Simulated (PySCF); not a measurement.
# [Lu(H2O)3]3+: other functionals and bases at one geometry

An exercise on one series of results from a longer session: the logs are not shown, and one member is left open.

The runs use PySCF 2.14.0; several levels, as the steps say, no spin–orbit coupling.

3 further runs of the same task are left out: 2 for a known fault of the program, 1 that didn't finish.

## The starting structure

10 atoms, charge 3, spin multiplicity 1.

Bond lengths: Lu1–O2 2.193 Å, Lu1–O5 2.193 Å, Lu1–O8 2.193 Å, O2–H3 1.001 Å, O2–H4 1.001 Å, O5–H6 1.001 Å, O5–H7 1.001 Å, O8–H9 1.001 Å, O8–H10 1.001 Å. Angles: O2–Lu1–O5 120.0°, O2–Lu1–O8 120.0°, O5–Lu1–O8 120.0°, Lu1–O2–H3 128.6°, Lu1–O2–H4 128.6°, H3–O2–H4 102.7°, Lu1–O5–H6 128.6°, Lu1–O5–H7 128.6°, H6–O5–H7 102.7°, Lu1–O8–H9 128.6°, Lu1–O8–H10 128.6°, H9–O8–H10 102.7°.

As a file:

```
Lu    0.0000    0.0000    0.0000
O     2.1932    0.0000    0.0000
H     2.8178    0.7509    0.2170
H     2.8178   -0.7509   -0.2170
O    -1.0966    1.8993    0.0000
H    -2.0592    2.0649    0.2170
H    -0.7586    2.8158   -0.2170
O    -1.0966   -1.8993    0.0000
H    -0.7586   -2.8157    0.2170
H    -2.0592   -2.0648   -0.2170
```

Formal oxidation states: Lu +3. Each metal's 14 4f electrons lie in its core potential, so multiplicities, spins and levels count the valence alone. An earlier session relaxed this geometry at PBE, Lu lcecp-1-SVP with ECP60, O def2-SVP, H def2-SVP (singlet, point group D3).

At PBE on the finer grid: E = -267.766282 Eh, HOMO -23.73 eV, LUMO -18.25 eV, Mulliken charge on Lu1 +1.76 e, largest force component 0.006 eV/Å. 

Levels to run: revPBE; r2SCAN; TPSS; BP86; PBE, TZVP. Hardware: 2 threads of Arm Neoverse V1, shared host.

The first run:

The input, run.py (the lines that set the calculation):

```python
mol = gto.M(atom='''
Lu     0.00000     0.00000     0.00000
O      2.19315    -0.00001     0.00000
H      2.81782     0.75090     0.21702
H      2.81781    -0.75093    -0.21702
O     -1.09657     1.89933     0.00000
H     -2.05921     2.06486     0.21702
H     -0.75858     2.81576    -0.21702
O     -1.09659    -1.89932     0.00000
H     -0.75861    -2.81575     0.21702
H     -2.05923    -2.06483    -0.21702''',
    basis={'Lu': 'lcecp-1-SVP', 'O': 'def2-SVP', 'H': 'def2-SVP'},
    ecp={'Lu': 'lcecp-1-SVP'},
    charge=3, spin=0)
mf = dft.RKS(mol, xc='PBE_R,PBE')
mf.grids.atom_grid = (75, 302)  # f atoms: unpruned, at least (60, 302)
mf = mf.density_fit()  # fitting sets: Lu AutoAux, O def2-universal-JKFIT, H def2-universal-JKFIT
mf.conv_tol = 1e-08; mf.max_cycle = 55
mf.kernel(dm0)  # dm0: the density of the relaxed state
```

Launch:

```sh
> OMP_NUM_THREADS=2 python run.py
```

Steps of the session up to this table: revPBE; r2SCAN; TPSS; BP86; PBE, TZVP.

One table of the session follows, with a row left open; its other results are not shown here.

```
             level  HOMO (eV)  gap (eV)  charge on Lu1 (e)  largest force component (eV/Å)
PBE (relaxed here)     -23.73      5.48               1.76                            0.01
            revPBE          ?         ?                  ?                               ?
            r2SCAN     -24.16      6.59               1.89                            0.38
              TPSS     -23.82      5.88               1.82                            0.10
              BP86     -23.84      5.79               1.77                            0.06
         PBE, TZVP     -23.76      5.54               2.06                            0.33
```

Estimate the missing values for revPBE.

As computed: HOMO (eV): -23.69; gap (eV): 5.53; charge on Lu1 (e): 1.78; largest force component (eV/Å): 0.18. In the column «HOMO (eV)» it is the highest.

In one basis the gap runs from 5.48 eV (PBE) to 6.59 eV (r2SCAN). The largest leftover force, 0.38 eV/Å with r2SCAN, stands at a geometry relaxed at another level. With 4f in the core, its levels are missing from HOMO and gap, and its count is fixed, so no charge can pass from the ligands into it. Total energies of different levels can't be compared.
